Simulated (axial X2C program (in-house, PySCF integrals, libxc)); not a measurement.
**FCoF: bond lengths and stretches, held linear**

Aim: the two bond lengths and stretching wavenumbers of linear FCoF, with and without spin–orbit coupling, at PBE0, HF, TPSSh, MP2.

Program: an in-house X2C program for linear molecules on PySCF integrals. Level of theory: all-electron X2C, two-component (2c) or spin-free, F dyall-av3z, Co dyall-v3z. These are calculated values, not measurements.

All values are calculated.

2 further runs of the same task are left out: 2 set aside as unsound or not needed.

### Step 1. Input

File task.json:

```json
{
 "zs": [
  9,
  27,
  9
 ],
 "q": 0,
 "bas": [
  "dyall-av3z",
  "dyall-v3z",
  "dyall-av3z"
 ],
 "r0": [
  1.75,
  1.75
 ],
 "symm": 1,
 "scan": [
  "PBE0",
  "HF",
  "TPSSh"
 ],
 "levels": [
  "PBE0",
  "HF",
  "TPSSh"
 ],
 "nst": 2
}
```

Keys: zs atomic numbers; q charge; bas basis sets; r0 starting distance in Å; symm equal bonds; scan levels of the two-bond scan (MP2 follows by itself at each HF point); levels methods; nst determinants followed.

Launch:

```sh
> python solin.py task.json out
```

Masses F 18.998, Co 58.933, F 18.998 u.

### Step 2. Scan at PBE0, 2c

State: Ω = 3/2 (beyond evenly filled blocks: ω = 3/2). Energies above the lowest point, from the job's result record:

```tsv
r(F–Co) (Å)	r(Co–F) (Å)	E (meV)
1.6653	1.6653	61.96
1.6653	1.7080	29.86
1.6653	1.7507	49.07
1.7080	1.6653	29.86
1.7080	1.7080	0.00
1.7080	1.7507	21.27
1.7080	1.7934	82.84
1.7507	1.6653	49.07
1.7507	1.7080	21.27
1.7507	1.7507	44.44
1.7934	1.7080	82.84
1.7934	1.7934	172.79
```

A quadratic surface with cubic terms in each bond gives the minimum at 1.710 and 1.710 Å, force constants 4.44, 4.44 and coupling 0.17 mdyn/Å.

### Step 3. Scan at HF, 2c

State: Ω = 3/2 (beyond evenly filled blocks: ω = 3/2). Energies above the lowest point, from the job's result record:

```tsv
r(F–Co) (Å)	r(Co–F) (Å)	E (meV)
1.6653	1.6653	226.19
1.6653	1.7080	137.47
1.6653	1.7507	109.66
1.7080	1.6653	137.47
1.7080	1.7080	50.52
1.7080	1.7507	24.42
1.7080	1.7934	47.03
1.7507	1.6653	109.66
1.7507	1.7080	24.42
1.7507	1.7507	0.00
1.7934	1.7080	47.03
1.7934	1.7934	50.07
```

A quadratic surface with cubic terms in each bond gives the minimum at 1.749 and 1.749 Å, force constants 4.32, 4.32 and coupling 0.15 mdyn/Å.

### Step 4. Scan at TPSSh, 2c

State: Ω = 3/2 (beyond evenly filled blocks: ω = 3/2). Energies above the lowest point, from the job's result record:

```tsv
r(F–Co) (Å)	r(Co–F) (Å)	E (meV)
1.6653	1.6653	56.90
1.6653	1.7080	27.39
1.6653	1.7507	48.65
1.7080	1.6653	27.39
1.7080	1.7080	0.00
1.7080	1.7507	23.16
1.7080	1.7934	85.97
1.7507	1.6653	48.65
1.7507	1.7080	23.16
1.7507	1.7507	48.01
1.7934	1.7080	85.97
1.7934	1.7934	178.13
```

A quadratic surface with cubic terms in each bond gives the minimum at 1.708 and 1.708 Å, force constants 4.42, 4.42 and coupling 0.15 mdyn/Å.

### Step 5. Comparison

| level | r(F–Co) (Å) | r(Co–F) (Å) | lower stretch (cm⁻¹) | upper stretch (cm⁻¹) |
| --- | --- | --- | --- | --- |
| PBE0, 2c | 1.710 | 1.710 | 641.5 | 792.1 |
| HF, 2c | 1.749 | 1.749 | 631.7 | 783.0 |
| TPSSh, 2c | 1.708 | 1.708 | 639.3 | 792.4 |
| MP2, 2c | 1.726 | 1.726 | 625.8 | 778.0 |
| PBE0, spin-free | 1.710 | 1.710 | 641.7 | 792.4 |
| HF, spin-free | 1.749 | 1.749 | 631.9 | 783.4 |
| TPSSh, spin-free | 1.708 | 1.708 | 639.5 | 792.7 |
| MP2, spin-free | 1.725 | 1.725 | 626.1 | 778.5 |

Scans not shown above were run alike.

What this shows: Over the levels the F–Co bond spans 1.708 to 1.749 Å and the Co–F bond 1.708 to 1.749 Å. At PBE0 spin–orbit coupling leaves both bonds unchanged to 0.001 Å. Each state is one determinant, the lowest of a limited PBE0 search; the stretches come from a fit to few points and are good to some per cent at best. The stretches are sorted by size, and where the two bonds are alike the symmetric and antisymmetric modes can swap order between levels. MP2 freezes inner shells (threshold -2 hartree). The molecule was held linear; bending was not examined, so a bent shape may lie lower. Note: several unpaired electrons, one determinant need not be a pure state.
